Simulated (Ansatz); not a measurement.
# Cr (Cr, dhcp): the cost of one run

Method: DFT LDA (PW92), plane waves (420 eV) with PAW, scalar-relativistic; the PAW data stem from PBE, with regenerated cores, in Ansatz 0.2.0.

**1. The system as given**

It takes space group P6_3/mmc (No. 194, hexagonal). The conventional cell has a = 2.569 Å, b = 2.569 Å, c = 8.391 Å, α = 90.00°, β = 90.00°, γ = 120.00°. Cr (site symmetry -3m) is surrounded by 12 Cr at 2.57 Å. Cr (site symmetry -6m2) is surrounded by 12 Cr at 2.57 Å.

Structure file:

```
Cr
1.0
     2.56926    0.00000    0.00000
    -1.28463    2.22504    0.00000
     0.00000    0.00000    8.39120
Cr
4
Direct
  0.00000 0.00000 0.00000
  0.00000 0.00000 0.50000
  0.33333 0.66667 0.25000
  0.66667 0.33333 0.75000
```

The atoms start with moments of +1.5 ×4 μB.

**2. Relaxing cell and atoms**

Contents of input.yaml:

```yaml
crystal:
  lattice:
    - [2.569259227, 0.0, 0.0]
    - [-1.2846296135, 2.2250437595, 0.0]
    - [0.0, 0.0, 8.3912006354]
  atoms:
    - { symbol: Cr, position: [0.0, 0.0, 0.0], spin: 1.5 }
    - { symbol: Cr, position: [0.0, 0.0, 0.5], spin: 1.5 }
    - { symbol: Cr, position: [0.3333333333, 0.6666666667, 0.25], spin: 1.5 }
    - { symbol: Cr, position: [0.6666666667, 0.3333333333, 0.75], spin: 1.5 }
hamiltonian:
  xc: lda
  pseudopotentials:
    kind: paw
    azcp:
      Cr: "pseudopotentials/Cr.paw.azcp"
basis:
  ecutwfc: 420
  fft_grid_basis: typed
kpoints:
  mp_grid: { grid: [14, 14, 4], shift: [0, 0, 0] }
magnetization:
  spin_polarized: true
scf:
  occupations: { method: fermi_dirac, width: 0.05 }
relax:
  max_steps: 60
  f_tol: 0.01
  cell: {}
```

What time and memory should one allow on 2 threads of an Arm CPU, shared host?

About 85 s, with a peak of 0.46 GiB.
